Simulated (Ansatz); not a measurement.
# B27P26Se: the cost of one run

Computed with Ansatz 0.2.0 (DFT, PBE, plane-wave PAW, default files, scalar-relativistic, as far as a step names no other, unless a step's input says otherwise).

**1. Starting point**

Symmetry: F-43m, No. 216, cubic system. Conventional cell: a = 13.596 Å, b = 13.596 Å, c = 13.596 Å, α = 90.00°, β = 90.00°, γ = 90.00°. B (site symmetry -43m) is surrounded by 4 P at 1.96 Å. Around B (site symmetry m) lie 4 P at 1.96 Å. B (site symmetry 3m) is surrounded by 3 P at 1.96 Å and 1 Se at 1.96 Å. Around B (site symmetry 3m) lie 4 P at 1.96 Å. B (site symmetry 2mm) is surrounded by 4 P at 1.96 Å. Around Se (site symmetry -43m) lie 4 B at 1.96 Å. P (site symmetry m) has 4 B at 1.96 Å as nearest neighbours. Around P (site symmetry 3m) lie 4 B at 1.96 Å. Only part of the 10 independent sites is listed.

Coordinates:

```cif
data_structure
_symmetry_space_group_name_H-M 'P 1'
_symmetry_Int_Tables_number 1
_cell_length_a 9.6141
_cell_length_b 9.6141
_cell_length_c 9.6141
_cell_angle_alpha 60.000
_cell_angle_beta 60.000
_cell_angle_gamma 60.000
_cell_volume 628.37
loop_
_atom_site_label
_atom_site_type_symbol
_atom_site_fract_x
_atom_site_fract_y
_atom_site_fract_z
_atom_site_occupancy
B1 B 0.00000 0.00000 0.00000 1
B2 B 0.00000 0.00000 0.33333 1
B3 B 0.00000 0.00000 0.66667 1
B4 B 0.00000 0.33333 0.00000 1
B5 B 0.00000 0.33333 0.33333 1
B6 B 0.00000 0.33333 0.66667 1
B7 B 0.00000 0.66667 0.00000 1
B8 B 0.00000 0.66667 0.33333 1
B9 B 0.00000 0.66667 0.66667 1
B10 B 0.33333 0.00000 0.00000 1
B11 B 0.33333 0.00000 0.33333 1
B12 B 0.33333 0.00000 0.66667 1
B13 B 0.33333 0.33333 0.00000 1
B14 B 0.33333 0.33333 0.33333 1
B15 B 0.33333 0.33333 0.66667 1
B16 B 0.33333 0.66667 0.00000 1
B17 B 0.33333 0.66667 0.33333 1
B18 B 0.33333 0.66667 0.66667 1
B19 B 0.66667 0.00000 0.00000 1
B20 B 0.66667 0.00000 0.33333 1
B21 B 0.66667 0.00000 0.66667 1
B22 B 0.66667 0.33333 0.00000 1
B23 B 0.66667 0.33333 0.33333 1
B24 B 0.66667 0.33333 0.66667 1
B25 B 0.66667 0.66667 0.00000 1
B26 B 0.66667 0.66667 0.33333 1
B27 B 0.66667 0.66667 0.66667 1
Se1 Se 0.25000 0.25000 0.25000 1
P1 P 0.25000 0.25000 0.58333 1
P2 P 0.25000 0.25000 0.91667 1
P3 P 0.25000 0.58333 0.25000 1
P4 P 0.25000 0.58333 0.58333 1
P5 P 0.25000 0.58333 0.91667 1
P6 P 0.25000 0.91667 0.25000 1
P7 P 0.25000 0.91667 0.58333 1
P8 P 0.25000 0.91667 0.91667 1
P9 P 0.58333 0.25000 0.25000 1
P10 P 0.58333 0.25000 0.58333 1
P11 P 0.58333 0.25000 0.91667 1
P12 P 0.58333 0.58333 0.25000 1
P13 P 0.58333 0.58333 0.58333 1
P14 P 0.58333 0.58333 0.91667 1
P15 P 0.58333 0.91667 0.25000 1
P16 P 0.58333 0.91667 0.58333 1
P17 P 0.58333 0.91667 0.91667 1
P18 P 0.91667 0.25000 0.25000 1
P19 P 0.91667 0.25000 0.58333 1
P20 P 0.91667 0.25000 0.91667 1
P21 P 0.91667 0.58333 0.25000 1
P22 P 0.91667 0.58333 0.58333 1
P23 P 0.91667 0.58333 0.91667 1
P24 P 0.91667 0.91667 0.25000 1
P25 P 0.91667 0.91667 0.58333 1
P26 P 0.91667 0.91667 0.91667 1
```

Atom 28 of the input is the impurity.

**2. Gradients at the starting positions**

The input, input.yaml:

```yaml
crystal:
  lattice:
    - [0.0, 6.7982171535, 6.7982171535]
    - [6.7982171535, 0.0, 6.7982171535]
    - [6.7982171535, 6.7982171535, 0.0]
  atoms:
    - { symbol: B, position: [0.0, 0.0, 0.0] }
    - { symbol: B, position: [0.0, 0.0, 0.3333333333] }
    - { symbol: B, position: [0.0, 0.0, 0.6666666667] }
    - { symbol: B, position: [0.0, 0.3333333333, 0.0] }
    - { symbol: B, position: [0.0, 0.3333333333, 0.3333333333] }
    - { symbol: B, position: [0.0, 0.3333333333, 0.6666666667] }
    - { symbol: B, position: [0.0, 0.6666666667, 0.0] }
    - { symbol: B, position: [0.0, 0.6666666667, 0.3333333333] }
    - { symbol: B, position: [0.0, 0.6666666667, 0.6666666667] }
    - { symbol: B, position: [0.3333333333, 0.0, 0.0] }
    - { symbol: B, position: [0.3333333333, 0.0, 0.3333333333] }
    - { symbol: B, position: [0.3333333333, 0.0, 0.6666666667] }
    - { symbol: B, position: [0.3333333333, 0.3333333333, 0.0] }
    - { symbol: B, position: [0.3333333333, 0.3333333333, 0.3333333333] }
    - { symbol: B, position: [0.3333333333, 0.3333333333, 0.6666666667] }
    - { symbol: B, position: [0.3333333333, 0.6666666667, 0.0] }
    - { symbol: B, position: [0.3333333333, 0.6666666667, 0.3333333333] }
    - { symbol: B, position: [0.3333333333, 0.6666666667, 0.6666666667] }
    - { symbol: B, position: [0.6666666667, 0.0, 0.0] }
    - { symbol: B, position: [0.6666666667, 0.0, 0.3333333333] }
    - { symbol: B, position: [0.6666666667, 0.0, 0.6666666667] }
    - { symbol: B, position: [0.6666666667, 0.3333333333, 0.0] }
    - { symbol: B, position: [0.6666666667, 0.3333333333, 0.3333333333] }
    - { symbol: B, position: [0.6666666667, 0.3333333333, 0.6666666667] }
    - { symbol: B, position: [0.6666666667, 0.6666666667, 0.0] }
    - { symbol: B, position: [0.6666666667, 0.6666666667, 0.3333333333] }
    - { symbol: B, position: [0.6666666667, 0.6666666667, 0.6666666667] }
    - { symbol: Se, position: [0.25, 0.25, 0.25] }
    - { symbol: P, position: [0.25, 0.25, 0.5833333333] }
    - { symbol: P, position: [0.25, 0.25, 0.9166666667] }
    - { symbol: P, position: [0.25, 0.5833333333, 0.25] }
    - { symbol: P, position: [0.25, 0.5833333333, 0.5833333333] }
    - { symbol: P, position: [0.25, 0.5833333333, 0.9166666667] }
    - { symbol: P, position: [0.25, 0.9166666667, 0.25] }
    - { symbol: P, position: [0.25, 0.9166666667, 0.5833333333] }
    - { symbol: P, position: [0.25, 0.9166666667, 0.9166666667] }
    - { symbol: P, position: [0.5833333333, 0.25, 0.25] }
    - { symbol: P, position: [0.5833333333, 0.25, 0.5833333333] }
    - { symbol: P, position: [0.5833333333, 0.25, 0.9166666667] }
    - { symbol: P, position: [0.5833333333, 0.5833333333, 0.25] }
    - { symbol: P, position: [0.5833333333, 0.5833333333, 0.5833333333] }
    - { symbol: P, position: [0.5833333333, 0.5833333333, 0.9166666667] }
    - { symbol: P, position: [0.5833333333, 0.9166666667, 0.25] }
    - { symbol: P, position: [0.5833333333, 0.9166666667, 0.5833333333] }
    - { symbol: P, position: [0.5833333333, 0.9166666667, 0.9166666667] }
    - { symbol: P, position: [0.9166666667, 0.25, 0.25] }
    - { symbol: P, position: [0.9166666667, 0.25, 0.5833333333] }
    - { symbol: P, position: [0.9166666667, 0.25, 0.9166666667] }
    - { symbol: P, position: [0.9166666667, 0.5833333333, 0.25] }
    - { symbol: P, position: [0.9166666667, 0.5833333333, 0.5833333333] }
    - { symbol: P, position: [0.9166666667, 0.5833333333, 0.9166666667] }
    - { symbol: P, position: [0.9166666667, 0.9166666667, 0.25] }
    - { symbol: P, position: [0.9166666667, 0.9166666667, 0.5833333333] }
    - { symbol: P, position: [0.9166666667, 0.9166666667, 0.9166666667] }
total_charge: 1
kpoints:
  mp_grid: { grid: [3, 3, 3] }
scf:
  occupations: { method: fermi_dirac, width: 0.01 }
hamiltonian:
  xc: pbe
  pseudopotentials: { kind: paw }
output:
  forces: true
  stress: true
  populations: true
  efg: { quadrupole_moments_barn: { B: 0.04059 }, contact_densities: true }
  write_density: true
  write_potential: true
  elf: true
  volumetric_format: npy
```

On the command line:

```sh
$ ansatz run input.yaml --threads 1 --pin off --max-ram 3072MiB --backend cpu --events-out ev --progress --plain --runs-dir out
```

**Question.** How long does this run take on 1 thread of Arm Neoverse V1, shared host, and how much memory does it need?

About 1.7 min, with a peak of 1.2 GiB.
